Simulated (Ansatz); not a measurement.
**CsEuW2 (element-swapped structure): how the settings move a single-point run**

Question: which choices in the input matter for CsEuW2 (element-swapped structure)?

Program: Ansatz 0.2.0. Level of theory: reference: DFT PBE+U, plane waves, PAW, scalar-relativistic, collinear spin. These are calculated values, not measurements.

1 further run of the same task is left out (it didn't finish).

**1. The system as given**

Symmetry: R-3m, No. 166, trigonal system. Conventional cell: a = 4.026 Å, b = 4.026 Å, c = 22.337 Å, α = 90.00°, β = 90.00°, γ = 120.00°. Eu (site symmetry -3m) is surrounded by 6 W at 2.74 Å. W (site symmetry 3m) has 3 Eu at 2.74 Å as nearest neighbours. Cs (site symmetry -3m) is surrounded by 6 W at 3.25 Å.

Coordinates:

```cif
data_structure
_symmetry_space_group_name_H-M 'R-3m:H'
_symmetry_Int_Tables_number 166
_cell_length_a 4.0263
_cell_length_b 4.0263
_cell_length_c 22.3370
_cell_angle_alpha 90.000
_cell_angle_beta 90.000
_cell_angle_gamma 120.000
_cell_volume 313.60
loop_
_atom_site_label
_atom_site_type_symbol
_atom_site_symmetry_multiplicity
_atom_site_Wyckoff_symbol
_atom_site_fract_x
_atom_site_fract_y
_atom_site_fract_z
_atom_site_occupancy
Eu1 Eu 3 b 0.33333 0.66667 0.16667 1
W1 W 6 c 0.00000 0.00000 0.23190 1
Cs1 Cs 3 a 0.00000 0.00000 0.00000 1
```

**2. Baseline**

input.yaml

```yaml
crystal:
  lattice:
    - [2.01315785, 3.48689141, 0.0]
    - [-2.01315785, 3.48689141, 0.0]
    - [-2.01315785, 1.16229416, 7.44565923]
  atoms:
    - { symbol: Eu, position: [0.5, 0.0, 0.5], spin: 6.5 }
    - { symbol: W, position: [0.2319, 0.5362, 0.6957], spin: -1.3 }
    - { symbol: W, position: [0.7681, 0.4638, 0.3043], spin: 0.9 }
    - { symbol: Cs, position: [0.0, 0.0, 0.0] }
kpoints:
  mp_grid: { grid: [5, 5, 5], shift: [0, 0, 0] }
magnetization:
  spin_polarized: true
scf:
  occupations: { method: fermi_dirac }
hamiltonian:
  pseudopotentials: { kind: paw }
  xc: pbe
  hubbard:
    projectors: all-electron-ortho-atomic
    sites: [{ species: Eu, l: f, u_eff: 2.92 }]
basis:
  ecutwfc: 420
output:
  forces: true
  stress: true
  eigenvalues: true
```

Launch:

```bash
$ ansatz run input.yaml --threads 1 --pin off --max-ram 2560MiB --backend cpu --events-out ev --progress --plain --runs-dir out
```

**3. Changing settings: scf.algorithm density_mixing, chi_scale 0.3, ecutrho_ratio 4**

input.yaml, as its differences from that of step 2:

```diff
@@ -16,2 +16,4 @@
   occupations: { method: fermi_dirac }
+  algorithm: density_mixing
+  initial_density: { chi_scale: 0.3 }
 hamiltonian:
@@ -24,2 +26,3 @@
   ecutwfc: 420
+  ecutrho_ratio: 4
 output:
```

**4. Variant: hubbard.sites [{species: Eu, l: f, u_eff: 4.0}], hubbard.double_counting fll, projectors left out**

input.yaml, as its differences from that of step 2:

```diff
@@ -19,5 +19,3 @@
   xc: pbe
-  hubbard:
-    projectors: all-electron-ortho-atomic
-    sites: [{ species: Eu, l: f, u_eff: 2.92 }]
+  hubbard: { sites: [{ species: Eu, l: f, u_eff: 4.0 }], double_counting: fll }
 basis:
```

**5. Changed: occupations.method methfessel_paxton, occupations.width 0.3**

input.yaml, as its differences from that of step 2:

```diff
@@ -15,3 +15,3 @@
 scf:
-  occupations: { method: fermi_dirac }
+  occupations: { method: methfessel_paxton, width: 0.3 }
 hamiltonian:
@@ -28 +28,5 @@
   eigenvalues: true
+  write_density: true
+  write_potential: true
+  elf: true
+  volumetric_format: npy
```

Q: Predict the outcome of this session. Wanted: for each run, ending; energy change; pressure; abs. moment; force.

As calculated:

| run | ending | energy change | pressure (GPa) | abs. moment (μB) | force (eV/Å) | cycles | time |
| --- | --- | --- | --- | --- | --- | --- | --- |
| reference | converged | 0 | 6.0 | 9.70 | 0.37 | 42 | 58 s |
| 1: scf.algorithm density_mixing, chi_scale 0.3, ecutrho_ratio 4 | converged | 0.0 meV/atom | 6.0 | 9.70 | 0.37 | 40 | 76 s |
| 2: hubbard.sites [{species: Eu, l: f, u_eff: 4.0}], hubbard.double_counting fll, projectors left out | converged | +53.9 meV/atom (U changed: no physical gain or loss) | 6.5 | 10.00 | 0.31 | 35 | 64 s |
| 3: occupations.method methfessel_paxton, occupations.width 0.3 | converged | -0.9 meV/atom (σ→0) | 6.1 | 9.93 | 0.37 | 52 | 79 s |

Times don't compare one to one where runs were asked for different outputs or read a saved state (see the inputs); cycles may leave out searches for a lower state.

Residual by cycle in the longest SCF loop of each run; runs are numbered as in the table. The quantity is the density residual dr2, in eV.

| cycle | reference | run 1 | run 2 | run 3 |
| --- | --- | --- | --- | --- |
| 1 | 13.3 | 243 | 8.42 | 103 |
| 4 | 0.317 | 3.82 | 1.68 | 1.86 |
| 8 | 0.00155 | 0.0901 | 0.007 | 0.41 |
| 11 | 5.7e-4 | 6.0e-4 | 3.0e-4 | 0.0993 |
| 14 | 1.2 | 32.8 | 129 | 3.0e-4 |
| 17 | 0.0848 | 0.0468 | 0.798 | 4.97 |
| 21 | 0.105 | 0.0402 | 0.00269 | 5.73 |
| 24 | 0.03 | 3.6e-4 | - | 1.1 |
| 27 | - | - | - | 0.39 |
| 30 | - | - | - | 0.222 |
| 34 | - | - | - | 0.00193 |
| 37 | - | - | - | 2.2e-4 |

What this shows: A changed U is a change of model: its shifts are not errors of convergence.

The reference is no final answer either: its magnetic state comes from one start and may not be the lowest; the structure is made up and not relaxed.
